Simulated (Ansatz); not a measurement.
# CH3ClF2Si: one species, many methods

How much do the methods differ for CH3ClF2Si? The plan is to run it at one geometry with functionals of several rungs and with coupled cluster, and see how far each lands from CCSD(T) at the basis-set limit for the atomisation energy.

The runs use Ansatz 0.2.0, Gaussian basis; functionals in def2-TZVPP, the program's frozen cores in correlated methods.

Plan: PBE-D4, r2SCAN-D4, PBE0-D4, B3LYP-D4, ωB97X-V, ωB97M-V, B2PLYP; CCSD(T)/def2-TZVPP; MP2/def2-QZVPP; extrapolation to the limit.

## Step 1: Structure used throughout

All runs share one geometry, relaxed beforehand with PBE0-D4 in a triple-zeta def2 set.

SMILES `F[SiH2]C(F)Cl`, 8 atoms, charge 0, spin multiplicity 1.

Atoms are counted from 1 here; the program's logs count them from 0.

Bond lengths: F1–Si2 1.594 Å, Si2–C3 1.901 Å, Si2–H6 1.481 Å, Si2–H7 1.477 Å, C3–F4 1.372 Å, C3–Cl5 1.775 Å, C3–H8 1.092 Å. Angles: F1–Si2–C3 107.7°, F1–Si2–H6 108.4°, F1–Si2–H7 109.9°, C3–Si2–H6 109.1°, C3–Si2–H7 108.9°, H6–Si2–H7 112.6°, Si2–C3–F4 108.7°, Si2–C3–Cl5 109.4°, Si2–C3–H8 114.7°, F4–C3–Cl5 109.6°, F4–C3–H8 108.1°, Cl5–C3–H8 106.2°.

Coordinates:

```
F    -1.4130    1.4982   -0.1337
Si   -0.0775    0.8385    0.4349
C     0.0670   -0.9053   -0.3067
F     1.1719   -1.5206    0.2259
Cl    0.2443   -0.7838   -2.0691
H    -0.1980    0.7313    1.9071
H     1.0945    1.6343    0.0167
H    -0.7970   -1.5497   -0.1308
```

## Step 2: PBE-D4 (GGA)

Contents of in.yaml:

```yaml
crystal:
  periodic: [false, false, false]
  atoms:
    - {symbol: F, position_ang: [-1.413013, 1.498220, -0.133683]}
    - {symbol: Si, position_ang: [-0.077483, 0.838519, 0.434921]}
    - {symbol: C, position_ang: [0.067019, -0.905334, -0.306749]}
    - {symbol: F, position_ang: [1.171850, -1.520584, 0.225915]}
    - {symbol: Cl, position_ang: [0.244288, -0.783820, -2.069109]}
    - {symbol: H, position_ang: [-0.198028, 0.731280, 1.907079]}
    - {symbol: H, position_ang: [1.094545, 1.634286, 0.016685]}
    - {symbol: H, position_ang: [-0.796979, -1.549666, -0.130758]}
basis:
  gaussian: {orbitals: def2-TZVPP}
hamiltonian: {xc: pbe, dispersion: d4}
output: {forces: true, orbitals: {seedname: orbitals}}
```

On the command line:

```console
$ ansatz run in.yaml --threads 4 --pin off --events-out ev --progress --plain --max-ram 10444MiB
```

Standard output:

```text
Functional definition: PBE
  name "PBE"
  cite "Perdew, Burke & Ernzerhof, Phys. Rev. Lett. 77, 3865 (1996) doi:10.1103/PhysRevLett.77.3865"
  parent pbe
  parameter kappa = 0.804
  parameter beta = 0.06672455060314922
  exchange = pbe_x(kappa = kappa, mu = beta*pi^2/3)
  correlation = pbe_c(beta = beta)
1251 factors; their error is unknown
mean field evaluation 1: about -26904.6288 eV, gradient 4.9e1 eV
mean field evaluation 2: about -26895.8726 eV, gradient 8.6e1 eV
mean field evaluation 4: about -26909.0009 eV, gradient 5.0e0 eV
mean field evaluation 8: about -26909.0122 eV, gradient 3.2e-1 eV
mean field evaluation 16: about -26909.0123 eV, gradient 3.5e-5 eV
mean field -26909.01228994 eV, -988.8879620715 hartree, gradient 3.5e-5 eV, S^2 0.000000; 0 other end points of the search recorded, 0 dependent functions left out
the calculation of the forces begins
reference -26909.01232735 eV, -988.8879634464 hartree; 29, 29 occupied and 190, 190 virtual orbitals, 1251 factors
Total energy: -26909.18725597 eV, -988.8943919546 hartree
Atom 0 at    -1.413013     1.498220    -0.133683 Å, force    -0.549812     0.294048    -0.221452 eV/Å
Atom 1 at    -0.077483     0.838519     0.434921 Å, force     0.343120    -0.157213     0.154860 eV/Å
Atom 2 at     0.067019    -0.905334    -0.306749 Å, force    -0.312938     0.217135     0.014089 eV/Å
Atom 3 at     1.171850    -1.520584     0.225915 Å, force     0.581783    -0.331655     0.320624 eV/Å
Atom 4 at     0.244288    -0.783820    -2.069109 Å, force     0.008377     0.044988    -0.446056 eV/Å
Atom 5 at    -0.198028     0.731280     1.907079 Å, force    -0.005100    -0.012434     0.185363 eV/Å
Atom 6 at     1.094545     1.634286     0.016685 Å, force     0.155909     0.090069    -0.043980 eV/Å
Atom 7 at    -0.796979    -1.549666    -0.130758 Å, force    -0.221337    -0.144938     0.036552 eV/Å
Dipole moment:    -0.058501    -0.001109     0.234325 e Å
```

Run time: 1.9 s. Hardware: 4 threads of Arm Neoverse V1, shared host; peak memory 0.27 GiB.

With the free atoms at this level, -26879.799 eV in sum, the atomisation energy is 29.388 eV. HOMO -7.06 eV, LUMO -1.35 eV.

## Step 3: r2SCAN-D4 (meta-GGA)

in.yaml, as its differences from that of step 2:

```diff
@@ -13,3 +13,3 @@
   gaussian: {orbitals: def2-TZVPP}
-hamiltonian: {xc: pbe, dispersion: d4}
+hamiltonian: {xc: r2scan, dispersion: d4}
 output: {forces: true, orbitals: {seedname: orbitals}}
```

Launched as before.

Standard output, shortened:

```text
Functional definition: r2SCAN
  name "r2SCAN"
  cite "Furness, Kaplan, Ning, Perdew & Sun, J. Phys. Chem. Lett. 11, 8208 (2020) doi:10.1021/acs.jpclett.0c02405"
  cite "Furness, Kaplan, Ning, Perdew & Sun, J. Phys. Chem. Lett. 11, 9248 (2020) doi:10.1021/acs.jpclett.0c03077"
  parent r2scan
[...]
1251 factors; their error is unknown
[...]
mean field -26920.41674368 eV, -989.3070680165 hartree, gradient 1.2e-5 eV, S^2 0.000000; 0 other end points of the search recorded, 0 dependent functions left out
[...]
reference -26920.41675390 eV, -989.3070683920 hartree; 29, 29 occupied and 190, 190 virtual orbitals, 1251 factors
Total energy: -26920.45783222 eV, -989.3085779925 hartree
Atom 0 at    -1.413013     1.498220    -0.133683 Å, force    -0.033727     0.012417    -0.021066 eV/Å
Atom 1 at    -0.077483     0.838519     0.434921 Å, force     0.040697     0.016899     0.018834 eV/Å
Atom 2 at     0.067019    -0.905334    -0.306749 Å, force    -0.331695     0.174263     0.159467 eV/Å
Atom 3 at     1.171850    -1.520584     0.225915 Å, force     0.308097    -0.174167     0.152955 eV/Å
Atom 4 at     0.244288    -0.783820    -2.069109 Å, force     0.021002     0.026103    -0.294337 eV/Å
Atom 5 at    -0.198028     0.731280     1.907079 Å, force     0.010484    -0.004730    -0.022471 eV/Å
Atom 6 at     1.094545     1.634286     0.016685 Å, force    -0.012105    -0.024016     0.013083 eV/Å
Atom 7 at    -0.796979    -1.549666    -0.130758 Å, force    -0.002752    -0.026769    -0.006465 eV/Å
Dipole moment:    -0.067128     0.008706     0.255633 e Å
```

Run time: 4.2 s. Hardware: 4 threads of Arm Neoverse V1, shared host; peak memory 0.3 GiB.

With the free atoms at this level, -26891.548 eV in sum, the atomisation energy is 28.910 eV. HOMO -7.38 eV, LUMO -0.98 eV.

## Step 4: PBE0-D4 (hybrid)

in.yaml, as its differences from that of step 3:

```diff
@@ -13,3 +13,3 @@
   gaussian: {orbitals: def2-TZVPP}
-hamiltonian: {xc: r2scan, dispersion: d4}
-output: {forces: true, orbitals: {seedname: orbitals}}
+hamiltonian: {xc: pbe0, dispersion: d4}
+output: {orbitals: {seedname: orbitals}}
```

The command is unchanged.

Standard output:

```text
Functional definition: PBE0
  name "PBE0"
  cite "Adamo & Barone, J. Chem. Phys. 110, 6158 (1999) doi:10.1063/1.478522"
  cite "Perdew, Burke & Ernzerhof, Phys. Rev. Lett. 77, 3865 (1996) doi:10.1103/PhysRevLett.77.3865"
  parent pbe
  parameter a = 0.25
  parameter kappa = 0.804
  parameter beta = 0.06672455060314922
  exchange = (1 - a)*pbe_x(kappa = kappa, mu = beta*pi^2/3) + a*exact_x
  correlation = pbe_c(beta = beta)
1285 factors; their error is unknown
mean field evaluation 1: about -26908.5343 eV, gradient 3.8e1 eV
mean field evaluation 2: about -26906.6992 eV, gradient 5.3e1 eV
mean field evaluation 4: about -26910.7990 eV, gradient 1.9e0 eV
mean field evaluation 8: about -26910.8061 eV, gradient 2.9e-2 eV
mean field evaluation 16: about -26910.8715 eV, gradient 3.2e-5 eV
mean field -26910.87149517 eV, -988.9562866038 hartree, gradient 3.2e-5 eV, S^2 0.000000; 0 other end points of the search recorded, 0 dependent functions left out
reference -26910.87152290 eV, -988.9562876228 hartree; 29, 29 occupied and 190, 190 virtual orbitals, 1285 factors
Total energy: -26911.01858307 eV, -988.9616919845 hartree
```

Run time: 2.5 s. Hardware: 4 threads of Arm Neoverse V1, shared host; peak memory 0.52 GiB.

Atomisation energy: 28.680 eV (free atoms -26882.339 eV, run apart). HOMO -8.49 eV, LUMO -0.42 eV.

## Step 5: B3LYP-D4 (hybrid)

B3LYP here takes the VWN-RPA correlation.

in.yaml, as its differences from that of step 4:

```diff
@@ -13,3 +13,3 @@
   gaussian: {orbitals: def2-TZVPP}
-hamiltonian: {xc: pbe0, dispersion: d4}
-output: {orbitals: {seedname: orbitals}}
+hamiltonian: {xc: {name: B3LYP}, dispersion: d4}
+output: {forces: true, orbitals: {seedname: orbitals}}
```

Same command.

Standard output, shortened:

```text
Functional definition: B3LYP
  name "B3LYP"
  cite "Stephens, Devlin, Chabalowski & Frisch, J. Phys. Chem. 98, 11623 (1994) doi:10.1021/j100096a001"
  cite "Becke, Phys. Rev. A 38, 3098 (1988) doi:10.1103/PhysRevA.38.3098"
  cite "Lee, Yang & Parr, Phys. Rev. B 37, 785 (1988) doi:10.1103/PhysRevB.37.785"
  cite "Vosko, Wilk & Nusair, Can. J. Phys. 58, 1200 (1980) doi:10.1139/p80-159"
[...]
1273 factors; their error is unknown
[...]
mean field -26925.83929029 eV, -989.5063429288 hartree, gradient 5.9e-5 eV, S^2 0.000000; 0 other end points of the search recorded, 0 dependent functions left out
[...]
reference -26925.83954050 eV, -989.5063521238 hartree; 29, 29 occupied and 190, 190 virtual orbitals, 1273 factors
Total energy: -26926.12409049 eV, -989.5168091432 hartree
Atom 0 at    -1.413013     1.498220    -0.133683 Å, force    -0.165765     0.084088    -0.069968 eV/Å
Atom 1 at    -0.077483     0.838519     0.434921 Å, force     0.218584     0.028726     0.197166 eV/Å
Atom 2 at     0.067019    -0.905334    -0.306749 Å, force    -0.442692     0.094477     0.175611 eV/Å
Atom 3 at     1.171850    -1.520584     0.225915 Å, force     0.346862    -0.207844     0.184823 eV/Å
Atom 4 at     0.244288    -0.783820    -2.069109 Å, force     0.038964    -0.001159    -0.429012 eV/Å
Atom 5 at    -0.198028     0.731280     1.907079 Å, force     0.011082     0.010673    -0.093132 eV/Å
Atom 6 at     1.094545     1.634286     0.016685 Å, force    -0.078360    -0.052453     0.033403 eV/Å
Atom 7 at    -0.796979    -1.549666    -0.130758 Å, force     0.071324     0.043491     0.001109 eV/Å
Dipole moment:    -0.066774     0.014477     0.250024 e Å
```

Run time: 3.5 s. Hardware: 4 threads of Arm Neoverse V1, shared host; peak memory 0.58 GiB.

Atomisation energy: 28.612 eV (free atoms -26897.512 eV, run apart). HOMO -8.27 eV, LUMO -0.65 eV.

## Step 6: ωB97X-V (range-separated)

in.yaml, as its differences from that of step 5:

```diff
@@ -13,3 +13,3 @@
   gaussian: {orbitals: def2-TZVPP}
-hamiltonian: {xc: {name: B3LYP}, dispersion: d4}
-output: {forces: true, orbitals: {seedname: orbitals}}
+hamiltonian: {xc: {name: wB97X-V}}
+output: {orbitals: {seedname: orbitals}}
```

The command is unchanged.

Standard output, shortened:

```text
Functional definition: wB97X-V
  name "wB97X-V"
  cite "Mardirossian & Head-Gordon, Phys. Chem. Chem. Phys. 16, 9904 (2014) doi:10.1039/C3CP54374A"
  cite "Becke, J. Chem. Phys. 107, 8554 (1997) doi:10.1063/1.475007"
  cite "Vydrov & Van Voorhis, J. Chem. Phys. 133, 244103 (2010) doi:10.1063/1.3521275"
[...]
      + integral(e_c_pw_opposite_spin*poly(b97_u_opposite, cos0, cos1)) + vv10(b, c)
1270 factors; their error is unknown
247 factors; integrals over basis functions are off by at most 2.3e-5 eV
[...]
mean field -26919.61001806 eV, -989.2774213966 hartree, gradient 3.8e-5 eV, S^2 0.000000; 0 other end points of the search recorded, 0 dependent functions left out
reference -26919.61001630 eV, -989.2774213319 hartree; 29, 29 occupied and 190, 190 virtual orbitals, 1270 factors
Total energy: -26919.61001630 eV, -989.2774213319 hartree
```

It took 6.5 s on 4 threads of Arm Neoverse V1, shared host; peak memory 0.63 GiB.

With the free atoms at this level, -26890.651 eV in sum, the atomisation energy is 28.959 eV. HOMO -10.91 eV, LUMO 1.68 eV.

## Step 7: ωB97M-V (range-separated)

in.yaml, as its differences from that of step 6:

```diff
@@ -13,3 +13,3 @@
   gaussian: {orbitals: def2-TZVPP}
-hamiltonian: {xc: {name: wB97X-V}}
-output: {orbitals: {seedname: orbitals}}
+hamiltonian: {xc: {name: wB97M-V}}
+output: {forces: true, orbitals: {seedname: orbitals}}
```

Launched as before.

Standard output, shortened:

```text
Functional definition: wB97M-V
  name "wB97M-V"
  cite "Mardirossian & Head-Gordon, J. Chem. Phys. 144, 214110 (2016) doi:10.1063/1.4952647"
  cite "Becke, J. Chem. Phys. 107, 8554 (1997) doi:10.1063/1.475007"
  cite "Vydrov & Van Voorhis, J. Chem. Phys. 133, 244103 (2010) doi:10.1063/1.3521275"
  # Of w^i u^j: cxij and so on, Table III.
[...]
  gx(w, u) = 1 - cx + cx01*u + cx10*w
  gss(w, u) = css00 + css04*u^4 + css10*w + css20*w^2 + css43*w^4*u^3
  gos(w, u) = cos00 + cos10*w + (cos20 + cos21*u)*w^2 + (cos60 + cos61*u)*w^6
[...]
      + integral(e_c_pw_mod_opposite_spin*gos(b97_w_opposite, b97_u_opposite)) + vv10(b, c)
1270 factors; their error is unknown
247 factors; integrals over basis functions are off by at most 2.3e-5 eV
[...]
mean field -26921.84389340 eV, -989.3595148012 hartree, gradient 5.0e-5 eV, S^2 0.000000; 0 other end points of the search recorded, 0 dependent functions left out
[...]
reference -26921.84393626 eV, -989.3595163765 hartree; 29, 29 occupied and 190, 190 virtual orbitals, 1270 factors
Total energy: -26921.84393626 eV, -989.3595163765 hartree
Atom 0 at    -1.413013     1.498220    -0.133683 Å, force    -0.110790     0.041781    -0.059880 eV/Å
Atom 1 at    -0.077483     0.838519     0.434921 Å, force     0.254851    -0.032765     0.167660 eV/Å
Atom 2 at     0.067019    -0.905334    -0.306749 Å, force    -0.377009     0.121043     0.042362 eV/Å
Atom 3 at     1.171850    -1.520584     0.225915 Å, force     0.231069    -0.108142     0.092232 eV/Å
Atom 4 at     0.244288    -0.783820    -2.069109 Å, force     0.033162     0.011420    -0.097034 eV/Å
Atom 5 at    -0.198028     0.731280     1.907079 Å, force     0.020305     0.006349    -0.184369 eV/Å
Atom 6 at     1.094545     1.634286     0.016685 Å, force    -0.140999    -0.106007     0.045108 eV/Å
Atom 7 at    -0.796979    -1.549666    -0.130758 Å, force     0.089411     0.066320    -0.006079 eV/Å
Dipole moment:    -0.072153     0.018768     0.250770 e Å
```

It took 8.5 s on 4 threads of Arm Neoverse V1, shared host; peak memory 0.73 GiB.

Atomisation energy: 28.914 eV (free atoms -26892.930 eV, run apart). HOMO -10.75 eV, LUMO 1.38 eV.

## Step 8: B2PLYP (double hybrid)

in.yaml, as its differences from that of step 7:

```diff
@@ -13,3 +13,2 @@
   gaussian: {orbitals: def2-TZVPP}
-hamiltonian: {xc: {name: wB97M-V}}
-output: {forces: true, orbitals: {seedname: orbitals}}
+hamiltonian: {xc: {name: B2PLYP}}
```

Launched as before.

Standard output, shortened:

```text
Functional definition: B2PLYP
  name "B2PLYP"
  cite "Grimme, J. Chem. Phys. 124, 034108 (2006) doi:10.1063/1.2148954"
  cite "Becke, Phys. Rev. A 38, 3098 (1988) doi:10.1103/PhysRevA.38.3098"
  cite "Lee, Yang & Parr, Phys. Rev. B 37, 785 (1988) doi:10.1103/PhysRevB.37.785"
[...]
1332 factors; integrals over basis functions are off by at most 1.1e-3 eV
[...]
mean field -26905.63340344 eV, -988.7637902831 hartree, gradient 9.4e-6 eV, S^2 0.000000; 0 other end points of the search recorded, 0 dependent functions left out
13 core orbitals not correlated: weight in the atoms' cores, before any rotation towards them, 1.000 or more for the frozen orbitals, at most 0.000 for the correlated occupied ones
reference -26905.63356153 eV, -988.7637960929 hartree; 16, 16 occupied and 190, 190 virtual orbitals, 1332 factors
second order -31.78435733 eV of doubles, -0.00000000 eV of singles
Total energy: -26914.21533801 eV, -989.0791705616 hartree
```

Wall time 4 s (4 threads of Arm Neoverse V1, shared host); peak memory 0.52 GiB.

Atomisation energy: 28.404 eV (free atoms -26885.811 eV, run apart).

## Step 9: Frontier levels by functional

Dipoles come from the runs that computed forces. Levels are read from the orbital files that the runs wrote:

```tsv
functional	HOMO (eV)	LUMO (eV)	gap (eV)	dipole (D)
PBE-D4	-7.06	-1.35	5.72	1.16
r2SCAN-D4	-7.38	-0.98	6.40	1.27
PBE0-D4	-8.49	-0.42	8.07	
B3LYP-D4	-8.27	-0.65	7.61	1.24
ωB97X-V	-10.91	1.68	12.59	
ωB97M-V	-10.75	1.38	12.13	1.26
```

## Step 10: CCSD(T) in def2-TZVPP

in.yaml, as its differences from that of step 8:

```diff
@@ -13,2 +13,2 @@
   gaussian: {orbitals: def2-TZVPP}
-hamiltonian: {xc: {name: B2PLYP}}
+correlation: {method: ccsd_t}
```

Launched as before.

Standard output, shortened:

```text
Functional definition: HF
  name "HF"
  cite "Fock, Z. Phys. 61, 126 (1930) doi:10.1007/BF01340294"
  parent pbe
[...]
1332 factors; integrals over basis functions are off by at most 1.1e-3 eV
[...]
mean field -26860.50472490 eV, -987.1053419361 hartree, gradient 2.7e-6 eV, S^2 0.000000; 0 other end points of the search recorded, 0 dependent functions left out
13 core orbitals not correlated: weight in the atoms' cores, before any rotation towards them, 1.000 or more for the frozen orbitals, at most 0.000 for the correlated occupied ones
reference -26860.50472490 eV, -987.1053419361 hartree; 16, 16 occupied and 190, 190 virtual orbitals, 1332 factors
second order -26.49086049 eV of doubles, -0.00000000 eV of singles
cycle   1  -26.78899013 eV  change   -3.0e-1 eV  update   1.1e-1
[...]
cycle   9  -27.50577396 eV  change   -2.2e-5 eV  update   2.3e-5
perturbative correction -0.95946344 eV, -0.0352596310 hartree
Total energy: -26888.96996229 eV, -988.1514201158 hartree
```

Wall time 94 s (4 threads of Arm Neoverse V1, shared host); peak memory 3.4 GiB.

## Step 11: MP2 in def2-QZVPP

in.yaml, as its differences from that of step 10:

```diff
@@ -12,3 +12,3 @@
 basis:
-  gaussian: {orbitals: def2-TZVPP}
-correlation: {method: ccsd_t}
+  gaussian: {orbitals: "def2-QZVPP.json"}
+correlation: {method: mp2}
```

Launched as before.

Standard output:

```text
Functional definition: HF
  name "HF"
  cite "Fock, Z. Phys. 61, 126 (1930) doi:10.1007/BF01340294"
  parent pbe
  exchange = exact_x
  correlation = 0
2420 factors; integrals over basis functions are off by at most 1.0e-3 eV
mean field evaluation 1: about -26858.6519 eV, gradient 3.5e1 eV
mean field evaluation 2: about -26858.8065 eV, gradient 3.5e1 eV
mean field evaluation 4: about -26861.3531 eV, gradient 3.3e0 eV
mean field evaluation 8: about -26861.4030 eV, gradient 2.2e-1 eV
mean field -26861.40332169 eV, -987.1383647590 hartree, gradient 2.8e-6 eV, S^2 0.000000; 0 other end points of the search recorded, 0 dependent functions left out
13 core orbitals not correlated: weight in the atoms' cores, before any rotation towards them, 1.000 or more for the frozen orbitals, at most 0.000 for the correlated occupied ones
reference -26861.40332169 eV, -987.1383647590 hartree; 16, 16 occupied and 372, 372 virtual orbitals, 2420 factors
second order -28.92245600 eV of doubles, -0.00000000 eV of singles
Total energy: -26890.32577769 eV, -988.2012454126 hartree
```

Run time: 14 s. Hardware: 4 threads of Arm Neoverse V1, shared host; peak memory 1.9 GiB.

Energy pieces by basis (eV):

```tsv
basis	HF	MP2 correlation	CCSD correlation	(T)	total
def2-TZVPP	-26860.5047	-26.4909	-27.5058	-0.9595	-26888.9700
def2-QZVPP	-26861.4033	-28.9225			-26890.3258 (MP2)
```

The report of the def2-TZVPP run gives T1 = 0.0115.

## Step 12: From triple and quadruple zeta to the limit

No new run: Hartree-Fock is extrapolated as exp(−7.88√X) and correlation as X^−2.97, with X = 3 and 4; only MP2 was run in the larger set, so CCSD(T) minus MP2 is added from the smaller one.

```tsv
level	energy at the limit (eV)
HF	-26861.5271
MP2	-26892.2507
CCSD	-26893.2656
CCSD(T)	-26894.2251
```

## Step 13: The ladder

Atomisation energy = energies of 2 F, 1 Si, 1 C, 1 Cl, 3 H (separate runs, same level) minus the molecule's; electronic only, no spin-orbit term.

Differences are taken before rounding.

```tsv
method	rung	atomisation energy (eV)	from CCSD(T)/CBS (eV)	time
PBE-D4	GGA	29.388	+0.504	1.9 s
r2SCAN-D4	meta-GGA	28.910	+0.025	4.2 s
PBE0-D4	hybrid	28.680	-0.205	2.5 s
B3LYP-D4	hybrid	28.612	-0.273	3.5 s
ωB97X-V	range-separated	28.959	+0.074	6.5 s
ωB97M-V	range-separated	28.914	+0.029	8.5 s
B2PLYP	double hybrid	28.404	-0.480	4 s
HF/def2-TZVPP	wavefunction	20.739	-8.146	
MP2/def2-TZVPP	wavefunction	28.830	-0.055	
CCSD/def2-TZVPP	wavefunction	27.494	-1.391	
CCSD(T)/def2-TZVPP	wavefunction	27.987	-0.898	94 s
MP2/CBS	wavefunction	29.728	+0.843	
CCSD(T)/CBS	wavefunction	28.885	0	1.8 min
```

Among the levels timed on like hardware and quicker than the yardstick, those that no quicker one beats, quickest first: PBE-D4 (1.9 s, +0.504 eV); PBE0-D4 (2.5 s, -0.205 eV); r2SCAN-D4 (4.2 s, +0.025 eV).

B2PLYP carry no dispersion term (for B3LYP, D4 adds 0.285 eV).

Times are those of the molecule's run; HF, MP2 and CCSD come out of the CCSD(T) runs, and the limit's time is the sum of the runs that it needs.

## Step 14: Summary of results

| quantity | value |
| --- | --- |
| atomisation energy, CCSD(T)/CBS | 28.885 eV |
| functionals within 0.144 eV (0.5 %) | r2SCAN-D4, ωB97X-V, ωB97M-V |
| farthest | PBE-D4 (+0.504 eV) |
| mean size of error, hybrid | 0.239 eV |
| mean size of error, range-separated | 0.052 eV |
| gap, smallest and largest | 5.72 eV (PBE-D4), 12.59 eV (ωB97X-V) |
| T1 diagnostic | 0.0115 |
| triples share of the correlation energy | 3.4 % |

PBE-D4 is off by +0.504 eV. Double hybrids carry the basis error of their MP2 part in triple zeta, and no dispersion term here, so their miss is partly the set-up's. Misses under about 0.144 eV are within the doubt on the reference itself, which lacks core-valence correlation, relativity and higher excitations. Hartree-Fock recovers 72 % of the binding; the rest is correlation. Orbital gaps span 5.7 to 12.6 eV; exact exchange widens them.

r2SCAN-D4 reaches 0.025 eV from the reference in 4.2 s, where CCSD(T)/CBS took 1.8 min; the quickest level in the cost chart, PBE-D4, takes 1.9 s and misses by 0.504 eV.
